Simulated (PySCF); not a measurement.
**Cadmium: the same states on changed settings**

An exercise on one series of results from a longer session: the logs are not shown, and one member is left open.

The numbers are computed with PySCF 2.14.0 (unrestricted determinants in a Gaussian basis, no spin-orbit coupling in the energies), except any that are marked as measured or tabulated.

## Starting point

```
Element                                   : cadmium (Z = 48)
Basis                                     : def2-SVP with the def2 core potential (28 electrons)
Hamiltonian                               : a scalar-relativistic core potential
State 1                                   : Cd⁺: [Kr] 4d10 5s1, 2S determinant
State 2                                   : Cd²⁺: [Kr] 4d10, closed-shell 1S
Methods                                   : UHF, M06-2X, BP86, MP2, CCSD(T)
Core shells frozen in the correlated runs : valence: 4s2 4p6 (for Cd⁺)
```

Outer shells as boxes (Hund's rule):

Cd+ [Kr] 4d10 5s1
```
[Kr] core
4d [↑↓][↑↓][↑↓][↑↓][↑↓]
5s [↑ ]
```

Cd2+ [Kr] 4d10
```
[Kr] core
4d [↑↓][↑↓][↑↓][↑↓][↑↓]
```

The sound run (def2-SVP with ECP28, scalar relativity through the core potential, symmetry-adapted start, fine grid, valence correlation) gave:

```tsv
species	method	energy (hartree)
Cd⁺	UHF	-166.57699
Cd⁺	M06-2X	-167.35033
Cd⁺	BP86	-167.51480
Cd⁺	MP2 (valence)	-166.81443
Cd⁺	CCSD(T) (valence)	-166.80914
Cd²⁺	UHF	-166.00413
Cd²⁺	M06-2X	-166.73138
Cd²⁺	BP86	-166.86871
Cd²⁺	MP2 (valence)	-166.21550
Cd²⁺	CCSD(T) (valence)	-166.21119
```

One driver process ran all states and methods and kept the integrals in memory. Each run is shown as a PySCF script that sums up its settings (the driver passes frozen orbitals as a list and adds second-order terms of double hybrids); the logs are those of the runs themselves.

Set-up of the first run:

It was started by

```
> OMP_NUM_THREADS=1 python atomrun2.py TASK.json OUT
```

input.py

```python
from pyscf import gto, scf, dft, mp, cc
import basis_set_exchange as bse
txt = bse.get_basis("def2-SVP", elements=["Cd"], fmt="nwchem", header=False)
cut = txt.index("\nECP")
mol = gto.M(atom="Cd 0 0 0", charge=1, spin=1, symmetry="D2h",
            basis=gto.basis.parse(txt[:cut]),
            ecp={"Cd": gto.basis.parse_ecp(txt[cut:])})
mf = scf.UHF(mol)
mf.irrep_nelec = {'Ag': (4, 3), 'B1g': (1, 1), 'B2g': (1, 1), 'B3g': (1, 1), 'B1u': (1, 1), 'B2u': (1, 1), 'B3u': (1, 1)}
mf.init_guess = "atom"
mf.max_cycle = 50
mf.kernel()
```

Among the steps run: Changed run, Cd⁺: the ladder of methods; Changed run, Cd²⁺, method by method.

One of the session's tables, all rows but one given; the rest of the session is left out.

Ionisation energy of Cd⁺:

| method | sound run (eV) |
| --- | --- |
| UHF | ? |
| M06-2X | 16.843 |
| BP86 | 17.581 |
| MP2 | 16.298 |
| SCS-MP2 | 16.185 |
| CCSD | 16.242 |
| CCSD(T) | 16.271 |

**Question.** Estimate the row for UHF.

As computed: sound run (eV): 15.588. In the column «sound run (eV)» it is the lowest.
